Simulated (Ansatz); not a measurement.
**C2H4AlN: ionisation energy by level of theory**

Aim: the vertical ionisation energy of C2H4AlN, as cation minus neutral at the neutral's geometry, on several levels, and how well −ε(HOMO) stands in for it.

Program: Ansatz 0.2.0, Gaussian basis. Level of theory: unrestricted cation, the program's frozen cores in correlated methods. These are calculated values, not measurements.

The runs, in order: UKS PBE-D4/def2-TZVPP; UKS r2SCAN-D4/def2-TZVPP; UKS PBE0-D4/def2-TZVPP; UKS B3LYP-D4/def2-TZVPP; UKS wB97X-V/def2-TZVPP; UKS wB97M-V/def2-TZVPP; UKS B2PLYP/def2-TZVPP; UHF-CCSD(T)/def2-TZVPP; UHF-MP2/def2-QZVPP; extrapolation to the limit; then −ε(HOMO) from the neutral's earlier runs with LDA (SPW92), PBE-D4, revPBE-D4, BLYP-D4, r2SCAN-D4, B97M-V, PBE0-D4, B3LYP-D4, r2SCANh-D4, r2SCAN0-D4, HSE06-D4, BHLYP-D4, CAM-B3LYP-D4, LC-ωPBE, ωB97X-V, ωB97M-V.

### Step 1. The geometry

An earlier PBE0-D4 in a triple-zeta def2 set relaxation fixed the geometry.

SMILES `C[C]1=[N][AlH]1`, 8 atoms, charge 0, spin multiplicity 1.

Atoms are counted from 1 here; the program's logs count them from 0.

Bond lengths: C1–C2 1.484 Å, C1–H5 1.093 Å, C1–H6 1.094 Å, C1–H7 1.093 Å, C2–N3 1.291 Å, C2–Al4 1.845 Å, N3–Al4 1.829 Å, Al4–H8 1.566 Å. Angles: C2–C1–H5 110.0°, C2–C1–H6 110.3°, C2–C1–H7 110.0°, H5–C1–H6 109.8°, H5–C1–H7 106.9°, H6–C1–H7 109.8°, C1–C2–N3 128.4°, C1–C2–Al4 162.8°, N3–C2–Al4 68.8°, C2–N3–Al4 70.1°, C2–Al4–N3 41.1°, C2–Al4–H8 176.4°, N3–Al4–H8 142.5°.

Geometry (Å):

```
atom     x (Å)     y (Å)     z (Å)
  C1  -0.10922   1.28641  -0.28084
  C2   0.09235  -0.16393  -0.04079
  N3   0.91694  -0.96616  -0.62566
 Al4  -0.05337  -1.87723   0.62945
  H5   0.08030   1.84709   0.63815
  H6   0.55998   1.63612  -1.07228
  H7  -1.14776   1.47883  -0.56189
  H8  -0.24702  -3.29824   1.25806
```

### Step 2. Cation, UKS PBE-D4/def2-TZVPP

in.yaml reads:

```yaml
crystal:
  periodic: [false, false, false]
  atoms:
    - {symbol: C, position_ang: [-0.109220, 1.286414, -0.280835]}
    - {symbol: C, position_ang: [0.092354, -0.163932, -0.040795]}
    - {symbol: N, position_ang: [0.916940, -0.966157, -0.625658]}
    - {symbol: Al, position_ang: [-0.053369, -1.877229, 0.629445]}
    - {symbol: H, position_ang: [0.080298, 1.847088, 0.638148]}
    - {symbol: H, position_ang: [0.559984, 1.636119, -1.072282]}
    - {symbol: H, position_ang: [-1.147765, 1.478833, -0.561886]}
    - {symbol: H, position_ang: [-0.247023, -3.298238, 1.258064]}
basis:
  gaussian: {orbitals: def2-TZVPP}
total_charge: 1
magnetization: {spin_polarized: true, initial_magnetization: 1}
hamiltonian: {xc: pbe, dispersion: d4}
```

Started as:

```console
$ ansatz run in.yaml --threads 2 --pin off --events-out ev --progress --plain --max-ram 4352MiB
```

The runs that follow: Cation, UKS r2SCAN-D4/def2-TZVPP; Cation, UKS PBE0-D4/def2-TZVPP; Cation, UKS B3LYP-D4/def2-TZVPP; Cation, UKS wB97X-V/def2-TZVPP; Cation, UKS wB97M-V/def2-TZVPP; Cation, UKS B2PLYP (frozen core)/def2-TZVPP; Cation, UHF-CCSD(T)/def2-TZVPP; Cation, UHF-MP2/def2-QZVPP.

Before running them: what should the planned runs give, taken together? Wanted: ionisation energy, CCSD(T)/CBS; nearest functional by difference; nearest −ε(HOMO); −ε(HOMO) of PBE; T1 of the cation.

**Answer**, as computed:

| quantity | value |
| --- | --- |
| ionisation energy, CCSD(T)/CBS | 7.64 eV |
| nearest functional by difference | B3LYP-D4 (-0.09 eV) |
| nearest −ε(HOMO) | ωB97X-V (+0.03 eV) |
| −ε(HOMO) of PBE | 4.36 eV |
| T1 of the cation | 0.029 |

Energy differences with functionals land within 0.23 eV of the reference. −ε(HOMO) of PBE misses by 3.3 eV, since self-interaction lifts the level. Among orbital estimates ωB97X-V comes nearest. Hartree-Fock falls 1.27 eV short, as the neutral has more correlation energy than the cation.
